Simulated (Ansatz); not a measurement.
C₂H₈ClGe₃, SMILES [CH]=[CH][GeH2][GeH2][GeH2][Cl], a single point in a Gaussian basis

Program: Ansatz 0.2.0, Python API.

Interactive session:
```pycon
>>> import warnings
>>> import ansatz as az
>>> import numpy as np
>>> import pandas as pd
>>> warnings.simplefilter("ignore", az.DeckWarning)
>>> geometry_ang = [
...     ("C", [2.8125, 1.2182, 1.1136]),
...     ("C", [1.7598, 0.4655, 0.8086]),
...     ("Ge", [1.1259, 0.3962, -1.0014]),
...     ("Ge", [-0.7731, -1.0537, -1.1039]),
...     ("Ge", [-2.3559, -0.3582, 0.549]),
...     ("Cl", [-2.8265, 1.7331, 0.2461]),
...     ("H", [3.178, 1.2651, 2.1341]),
...     ("H", [1.2545, -0.1091, 1.5782]),
...     ("H", [2.2448, -0.1426, -1.9286]),
...     ("H", [0.7087, 1.819, -1.4529]),
...     ("H", [-1.416, -0.968, -2.5115]),
...     ("H", [-0.3303, -2.5103, -0.8137]),
...     ("H", [-1.7368, -0.5462, 1.9575]),
...     ("H", [-3.6456, -1.2089, 0.4249]),
... ]
>>> molecule = az.Crystal.molecule()
>>> for symbol, xyz in geometry_ang:
...     molecule = molecule.atom(symbol, xyz)
...
>>> base = (
...     molecule.calculation()
...     .basis(gaussian="6-31G*")
...     .functional("b3lyp")
...     .spin("collinear", total=1)
...     .forces()
... )
>>> trace = []
>>> outcome = base.session().plan().execute(on_event=trace.append)

>>> data = outcome.report
>>> data["n_occupied"], data["n_virtual"]
([67, 66], [103, 104])
>>> for event in trace:
...     if event["event"] == "mean_field_evaluation" and event["data"]["evaluation"] <= 25:
...         print("pass {evaluation:3d}  E = {energy_ev:.6f} eV  gradient {gradient_ev:.1e}".format(**event["data"]))
...
pass   1  E = -184256.550175 eV  gradient 3.1e+01
pass   2  E = -184254.753378 eV  gradient 3.7e+01
pass   3  E = -184260.606126 eV  gradient 4.8e+00
pass   4  E = -184260.679821 eV  gradient 3.3e+00
pass   5  E = -184260.734620 eV  gradient 7.4e-01
pass   6  E = -184260.735209 eV  gradient 7.4e-01
pass   7  E = -184260.821975 eV  gradient 7.9e-01
pass   8  E = -184260.826143 eV  gradient 2.9e-01
pass   9  E = -184260.827108 eV  gradient 1.6e-01
pass  10  E = -184260.827472 eV  gradient 8.0e-02
pass  11  E = -184260.827723 eV  gradient 3.6e-02
pass  12  E = -184260.827727 eV  gradient 3.6e-02
pass  13  E = -184260.827771 eV  gradient 1.7e-02
pass  14  E = -184260.827774 eV  gradient 6.3e-03
pass  15  E = -184260.827774 eV  gradient 6.3e-03
pass  16  E = -184260.827774 eV  gradient 1.5e-03
pass  17  E = -184260.827774 eV  gradient 6.6e-04
pass  18  E = -184260.827774 eV  gradient 3.6e-04
pass  19  E = -184260.827774 eV  gradient 3.6e-04
pass  20  E = -184260.827774 eV  gradient 2.3e-04
pass  21  E = -184260.827774 eV  gradient 1.2e-04
pass  22  E = -184260.827774 eV  gradient 2.4e-05
pass  23  E = -184260.827774 eV  gradient 2.4e-05
>>> print("reference energy %16.6f eV" % data["reference_energy_ev"])
reference energy   -184260.828110 eV
>>> print("total energy     %16.6f eV" % data["free_energy_ev"])
total energy       -184260.828110 eV
>>> print("occupied orbitals outside the frozen core (up, down):", data["n_occupied"], " frozen:", data["n_frozen"], " virtual:", data["n_virtual"])
occupied orbitals outside the frozen core (up, down): [67, 66]  frozen: 0  virtual: [103, 104]
>>> symbols = [site.symbol for site in molecule.cartesian_sites]
>>> forces = np.array(data["forces_ev_ang"])
>>> print("largest force", round(float(np.linalg.norm(forces, axis=1).max()), 4), "eV/A, rms", round(float(np.sqrt((forces ** 2).mean())), 4))
largest force 2.1863 eV/A, rms 0.5084
>>> charges = data["charge_distribution"]
>>> table = pd.DataFrame({"atom": symbols, "mulliken": charges["mulliken_charges_e"], "lowdin": charges["lowdin_charges_e"]})
>>> table.round(3)
   atom  mulliken  lowdin
0     C    -0.156  -0.052
1     C    -0.220  -0.206
2    Ge     0.045  -0.051
3    Ge    -0.105  -0.154
4    Ge     0.095  -0.149
5    Cl    -0.204   0.107
6     H     0.160   0.133
7     H     0.174   0.174
8     H     0.027   0.022
9     H     0.035   0.030
10    H     0.041   0.048
11    H     0.036   0.047
12    H     0.031   0.025
13    H     0.041   0.026
>>> print("dipole (e A):", np.round(charges["dipole_moment_e_ang"], 4) + 0.0)
dipole (e A): [ 0.1423 -0.4374  0.1974]
```

Total energies depend on the basis set; only differences at equal settings carry meaning. The geometry is a force-field or estimated start, not a minimum of this method, and the basis set is short of its limit. The species is open-shell (spin multiplicity 2). The Löwdin charges here are taken after orthogonalising the functions within each atom; they differ from plain Löwdin charges, and their signs can be unphysical. b3lyp holds the VWN-RPA fit, as in Gaussian; the form of ORCA and Turbomole is b3lyp5. Early passes use coarser integrals and grids, so their energies can't be compared with the last. Wall time of the script: 40 s on 1 thread of Intel(R) Xeon(R) Platinum 8259CL CPU @ 2.50GHz (Skylake/Cascade Lake), with other jobs on the host, peak memory 0.97 GiB.

(Lines on the test bed's own set-up are left out of the output.)
